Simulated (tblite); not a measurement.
# C5H14AlN: the cost of one run

Computed with tblite 0.8.0 and PySCF 2.14.0, with density-fitted response routines of our own, on a single molecule in the gas phase. Atoms are numbered from 0 throughout.

### 1 The starting structure

21 atoms, charge 0, multiplicity 1; geometry from: force field or distance geometry start.

Bonds of the start (Å): C0–N1 1.45, N1–Al2 1.91, N1–C3 1.44, C3–C4 1.53, C4–C5 1.53, C5–C6 1.52, C6–C3 1.53, C0–H7 1.12, C0–H8 1.12, C0–H9 1.11, N1–H10 1.05, Al2–H11 1.58, Al2–H12 1.62, Al2–H13 1.60, C3–H14 1.10, C4–H15 1.11, C4–H16 1.10, C5–H17 1.11, C5–H18 1.10, C6–H19 1.13, C6–H20 1.10.

### 2 Relaxing the molecule with GFN2-xTB

What the job is given:

```
{"job": {"kind": "relax", "xc": "GFN2-xTB", "basis": "xTB"}, "charge": 0, "multiplicity": 1}
C     -1.282000     1.313400     0.789600
N     -0.846000    -0.059100     0.610800
Al    -2.230000    -0.940900    -0.363200
C      0.346600     0.038300    -0.189100
C      1.277700    -1.172700    -0.135700
C      2.376900    -0.135000    -0.347200
C      1.494100     0.775700     0.499300
H     -1.615600     1.684000    -0.209700
H     -0.379000     1.916000     1.049300
H     -2.068600     1.421300     1.565400
H     -0.695000    -0.507600     1.548600
H     -1.686000    -2.106800    -1.288700
H     -3.354500    -1.536000     0.637800
H     -2.972200     0.109300    -1.308500
H      0.222400     0.451300    -1.196400
H      1.401900    -1.633200     0.865100
H      1.158200    -1.885700    -0.964700
H      2.385700     0.273700    -1.380600
H      3.353100    -0.381600     0.094100
H      1.549000     0.543400     1.603100
H      1.554400     1.849200     0.274900
```

Launch:

```
$ OMP_NUM_THREADS=1 python probes_run.py task.json out
```

This one command runs all jobs of the session in turn.

**Question.** How long does this first job take on 1 thread of Arm Neoverse N1, shared host, and how much memory does it need?

About 1.4 s, with a peak of 0.18 GiB.
